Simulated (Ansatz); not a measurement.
**CH4ClFSi2: a ladder of functionals and wavefunction methods**

How much do the methods differ for CH4ClFSi2? The plan is to run it at one geometry with functionals of several rungs and with coupled cluster, and see how far each lands from CCSD(T) at the basis-set limit for the atomisation energy.

Computed with Ansatz 0.2.0, Gaussian basis. Level: functionals in def2-TZVPP, the program's frozen cores in correlated methods.

The runs, in order: LDA (SPW92), PBE-D4, revPBE-D4, BLYP-D4, r2SCAN-D4, B97M-V, PBE0-D4, B3LYP-D4, r2SCANh-D4, r2SCAN0-D4, HSE06-D4, BHLYP-D4, CAM-B3LYP-D4, LC-ωPBE, ωB97X-V, ωB97M-V, B2PLYP, PBE-QIDH; CCSD(T)/def2-SVP; CCSD(T)/def2-TZVPP; MP2/def2-QZVPP; extrapolation to the limit; RPA on PBE.

## (1) The relaxed structure

All runs share one geometry, relaxed beforehand with PBE0-D4 in a triple-zeta def2 set.

SMILES `F[Si]1(Cl)C[SiH2]1`, 9 atoms, charge 0, spin multiplicity 1.

Atoms are counted from 1 here; the program's logs count them from 0.

Bond lengths: F1–Si2 1.590 Å, Si2–Cl3 2.036 Å, Si2–C4 1.849 Å, Si2–Si5 2.231 Å, C4–Si5 1.941 Å, C4–H6 1.089 Å, C4–H7 1.091 Å, Si5–H8 1.482 Å, Si5–H9 1.482 Å. Angles: F1–Si2–Cl3 108.4°, F1–Si2–C4 116.9°, F1–Si2–Si5 124.5°, Cl3–Si2–C4 117.1°, Cl3–Si2–Si5 123.5°, C4–Si2–Si5 55.9°, Si2–C4–Si5 72.1°, Si2–C4–H6 119.7°, Si2–C4–H7 117.1°, Si5–C4–H6 117.7°, Si5–C4–H7 114.2°, H6–C4–H7 111.2°, Si2–Si5–C4 52.0°, Si2–Si5–H8 123.3°, Si2–Si5–H9 121.8°, C4–Si5–H8 115.2°, C4–Si5–H9 116.1°, H8–Si5–H9 112.8°.

## (2) LDA

This LDA is Slater exchange with PW92 correlation.

in.yaml

```yaml
crystal:
  periodic: [false, false, false]
  atoms:
    - {symbol: F, position_ang: [-2.433986, 0.239089, 0.366887]}
    - {symbol: Si, position_ang: [-0.903831, 0.011344, 0.736037]}
    - {symbol: Cl, position_ang: [-0.697464, 0.174680, 2.754566]}
    - {symbol: C, position_ang: [0.348425, 0.878696, -0.311548]}
    - {symbol: Si, position_ang: [0.570810, -1.032091, -0.573005]}
    - {symbol: H, position_ang: [1.163918, 1.422133, 0.162489]}
    - {symbol: H, position_ang: [-0.020883, 1.409397, -1.189916]}
    - {symbol: H, position_ang: [0.245166, -1.525383, -1.932091]}
    - {symbol: H, position_ang: [1.816246, -1.624165, -0.030619]}
basis:
  gaussian: {orbitals: def2-TZVPP}
hamiltonian: {xc: lda}
output: {orbitals: {seedname: orbitals}}
```

After this run come: PBE-D4 (GGA); revPBE-D4 (GGA); BLYP-D4 (GGA); r2SCAN-D4 (meta-GGA); B97M-V (meta-GGA); PBE0-D4 (hybrid); B3LYP-D4 (hybrid); r2SCANh-D4 (hybrid); r2SCAN0-D4 (hybrid); HSE06-D4 (hybrid); BHLYP-D4 (hybrid); CAM-B3LYP-D4 (range-separated); LC-ωPBE (range-separated); ωB97X-V (range-separated); ωB97M-V (range-separated); B2PLYP (double hybrid); PBE-QIDH (double hybrid); CCSD(T) in def2-SVP; CCSD(T) in def2-TZVPP; MP2 in def2-QZVPP; RPA on PBE orbitals.

**Question.** What will the summary of the whole plan be? Wanted: atomisation energy, CCSD(T)/CBS; farthest beyond LDA; mean size of error, GGA; mean size of error, meta-GGA; mean size of error, hybrid; mean size of error, range-separated; mean size of error, double hybrid; gap, smallest and largest; T1 diagnostic.

The runs gave:

```
                               quantity                                                 value
        atomisation energy, CCSD(T)/CBS                                         3164.9 kJ/mol
 functionals within 15.8 kJ/mol (0.5 %)  PBE0-D4, r2SCANh-D4, HSE06-D4, CAM-B3LYP-D4, ωB97M-V
                    farthest beyond LDA                              BHLYP-D4 (-101.0 kJ/mol)
                mean size of error, GGA                                           39.8 kJ/mol
           mean size of error, meta-GGA                                           25.1 kJ/mol
             mean size of error, hybrid                                           29.7 kJ/mol
    mean size of error, range-separated                                           14.6 kJ/mol
      mean size of error, double hybrid                                           38.1 kJ/mol
              gap, smallest and largest             4.29 eV (LDA (SPW92)), 11.07 eV (LC-ωPBE)
                          T1 diagnostic                                                0.0120
triples share of the correlation energy                                                 3.9 %
```

What this shows: LDA overbinds by 432.6 kJ/mol (14 %). PBE-D4 misses by +35.5 kJ/mol. Double hybrids carry the basis error of their MP2 part in triple zeta, and no dispersion term here, so their miss is partly the set-up's. By mean error the best rung here is range-separated (14.6 kJ/mol) and the worst beyond LDA is GGA (39.8 kJ/mol). The reference freezes the cores and leaves out relativity and excitations past (T), so misses under about 15.8 kJ/mol can't be ranked. Hartree-Fock recovers 74 % of the binding; the rest is correlation. CCSD(T) in def2-SVP is off by -256.8 kJ/mol, more than most functionals: a good method in a small basis is no reference. The gap grows from 4.3 to 11.1 eV across the functionals, mostly with the share of exact exchange.
